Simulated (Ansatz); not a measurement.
# CH₃BF₂Te, SMILES B[Te]C(F)F: a ladder of methods at one geometry

Computed with Ansatz 0.2.0 through its Python package.

The script reads `ch3bf2te.xyz`:
```text
8

B    -0.61560    1.50710   -0.44440
Te    0.46030    0.77770    1.28430
C     0.50420   -1.18340    0.41590
F    -0.67310   -1.64900    0.23950
F     1.19650   -1.14760   -0.80240
H    -1.84390    1.51350   -0.46690
H    -0.05730    1.97040   -1.39310
H     1.12100   -1.84570    1.11120
```

Notebook, run cell by cell (the value of a cell's last expression is shown):

```python
from dataclasses import dataclass
from pathlib import Path

import ansatz as az
import numpy as np
```

```python
@dataclass(frozen=True)
class Options:
    basis_set: str = "def2-SVP"
```

```python
cfg = Options()
```

```python
mol = az.Crystal.molecule_from_extxyz("ch3bf2te.xyz")
```

```python
calc = mol.calculation().basis(gaussian=cfg.basis_set)
```

```python
print("functional    E (Ha)        dipole (D)   HOMO (eV)  LUMO (eV)")
for name in ["lda", "lc_wpbe", "hse06", "revpbe", "cam_b3lyp", "hf"]:
    r = calc.functional(name).forces().orbitals().run(runs_dir="runs").report
    lines = Path(r["orbitals_path"]).read_text().splitlines()
    field_of = lambda key: [line.split("=")[1].strip() for line in lines if line.startswith(key)]
    orbitals = [(27.211386 * float(e), s, float(n)) for e, s, n in zip(field_of("Ene="), field_of("Spin="), field_of("Occup="))]
    homo = max(e for e, _, n in orbitals if n > 0.5)
    lumo = min(e for e, _, n in orbitals if n < 0.5)
    dipole = 4.803205 * np.linalg.norm(r["charge_distribution"]["dipole_moment_e_ang"])
    print(f"{name:10s} {r['free_energy_ev'] / 27.211386246:14.6f} {dipole:9.3f} {homo:11.3f} {lumo:10.3f}")
```

    functional    E (Ha)        dipole (D)   HOMO (eV)  LUMO (eV)
    lda           -529.880662     0.708      -5.212     -4.037
    lc_wpbe       -532.071819     0.731      -8.738     -0.478
    hse06         -531.918240     0.745      -5.811     -3.199
    revpbe        -532.151813     0.702      -5.029     -3.613
    cam_b3lyp     -532.098754     0.799      -7.398     -1.636
    hf            -529.893131     1.051      -8.596      0.791

Notes:
- Total energies depend on the basis set; only differences at equal settings carry meaning.
- The geometry is a force-field or estimated start, not a minimum of this method, and the basis set is short of its limit. A lower total doesn't mark the better method: functionals have no common bound, and MP2 and coupled cluster aren't variational.
- def2 sets replace the cores of elements past krypton by effective core potentials.
- Levels such as HOMO and LUMO are orbital energies: with these approximate functionals they aren't the ionisation energy and electron affinity, and their gap isn't the fundamental gap.
- hse06 follows the composition of plane-wave codes, whose totals differ by tens of mHa, up to about 0.1 Ha, from the form usual in Gaussian-basis programs (wpbeh).
- Timing: 24 s on 1 thread of Arm Neoverse V1, with other jobs on the host, peak memory 0.3 GiB.

(Lines on the test bed's own set-up are left out of the output.)
